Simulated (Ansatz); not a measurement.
# C3H5AlO: up Jacob's ladder to CCSD(T)

One table from this session's results is given with a row withheld; the runs are named, their logs left out.

Computed with Ansatz 0.2.0, Gaussian basis. Level: functionals in def2-TZVPP, the program's frozen cores in correlated methods.

Levels to be run: LDA (SPW92), PBE-D4, revPBE-D4, BLYP-D4, r2SCAN-D4, B97M-V, PBE0-D4, B3LYP-D4, r2SCANh-D4, r2SCAN0-D4, HSE06-D4, BHLYP-D4, CAM-B3LYP-D4, LC-ωPBE, ωB97X-V, ωB97M-V, B2PLYP, PBE-QIDH; CCSD(T)/def2-SVP; CCSD(T)/def2-TZVPP; MP2/def2-QZVPP; extrapolation to the limit; RPA on PBE.

### Structure used throughout

The geometry comes from an earlier relaxation with PBE0-D4 in a triple-zeta def2 set; it is a stationary point, not always the lowest conformer.

SMILES `C=[C]1O[CH2][AlH]1`, 10 atoms, charge 0, spin multiplicity 1.

Atoms are counted from 1 here; the program's logs count them from 0.

Bond lengths: C1–C2 1.331 Å, C1–H6 1.082 Å, C1–H7 1.086 Å, C2–O3 1.387 Å, C2–Al5 1.943 Å, O3–C4 1.452 Å, C4–Al5 1.974 Å, C4–H8 1.094 Å, C4–H9 1.094 Å, Al5–H10 1.585 Å. Angles: C2–C1–H6 119.5°, C2–C1–H7 122.3°, H6–C1–H7 118.2°, C1–C2–O3 121.7°, C1–C2–Al5 147.4°, O3–C2–Al5 91.0°, C2–O3–C4 108.9°, O3–C4–Al5 87.8°, O3–C4–H8 109.3°, O3–C4–H9 109.3°, Al5–C4–H8 119.9°, Al5–C4–H9 119.9°, H8–C4–H9 108.0°, C2–Al5–C4 72.3°, C2–Al5–H10 143.5°, C4–Al5–H10 144.2°.

The first run:

The input, in.yaml:

```yaml
crystal:
  periodic: [false, false, false]
  atoms:
    - {symbol: C, position_ang: [1.079089, -1.095540, -1.316121]}
    - {symbol: C, position_ang: [0.384748, -0.320547, -0.485631]}
    - {symbol: O, position_ang: [-0.223087, -0.832287, 0.650639]}
    - {symbol: C, position_ang: [-0.900103, 0.246134, 1.348617]}
    - {symbol: Al, position_ang: [-0.265776, 1.462308, -0.071122]}
    - {symbol: H, position_ang: [1.539162, -0.659377, -2.192545]}
    - {symbol: H, position_ang: [1.203937, -2.160873, -1.147003]}
    - {symbol: H, position_ang: [-0.495040, 0.331823, 2.361302]}
    - {symbol: H, position_ang: [-1.965654, 0.011587, 1.429621]}
    - {symbol: H, position_ang: [-0.274076, 2.965571, -0.574756]}
basis:
  gaussian: {orbitals: def2-TZVPP}
hamiltonian: {xc: lda}
output: {orbitals: {seedname: orbitals}}
```

Command:

```bash
$ ansatz run in.yaml --threads 2 --pin off --events-out ev --progress --plain --max-ram 4352MiB
```

Steps of the session up to this table: LDA; PBE-D4 (GGA); revPBE-D4 (GGA); BLYP-D4 (GGA); r2SCAN-D4 (meta-GGA); B97M-V (meta-GGA); B3LYP-D4 (hybrid); r2SCANh-D4 (hybrid); r2SCAN0-D4 (hybrid); HSE06-D4 (hybrid); BHLYP-D4 (hybrid); CAM-B3LYP-D4 (range-separated); LC-ωPBE (range-separated); ωB97X-V (range-separated); ωB97M-V (range-separated); B2PLYP (double hybrid); PBE-QIDH (double hybrid).

One of the session's tables, all rows but one given; the rest of the session is left out.

It belongs to the step «Orbital energies across the functionals». 

| functional | HOMO (eV) | LUMO (eV) | gap (eV) |
| --- | --- | --- | --- |
| LDA (SPW92) | -5.45 | -2.71 | 2.73 |
| PBE-D4 | -5.26 | -2.47 | 2.79 |
| revPBE-D4 | -5.19 | -2.37 | 2.82 |
| BLYP-D4 | -5.10 | -2.36 | 2.75 |
| r2SCAN-D4 | -5.43 | -2.22 | 3.21 |
| B97M-V | -5.49 | -2.35 | 3.14 |
| PBE0-D4 | ? | ? | ? |
| B3LYP-D4 | -6.17 | -1.93 | 4.24 |
| r2SCANh-D4 | -5.87 | -1.96 | 3.91 |
| r2SCAN0-D4 | -6.52 | -1.57 | 4.95 |
| HSE06-D4 | -5.99 | -2.08 | 3.91 |
| BHLYP-D4 | -7.38 | -0.95 | 6.44 |
| CAM-B3LYP-D4 | -7.66 | -0.80 | 6.86 |
| LC-ωPBE | -8.95 | 0.28 | 9.24 |
| ωB97X-V | -8.63 | 0.17 | 8.80 |
| ωB97M-V | -8.57 | -0.08 | 8.50 |

**Question.** Estimate the row for PBE0-D4.

As computed: HOMO (eV): -6.39; LUMO (eV): -1.72; gap (eV): 4.67. In the column «HOMO (eV)» it lies between r2SCAN0-D4 (-6.52) and B3LYP-D4 (-6.17).
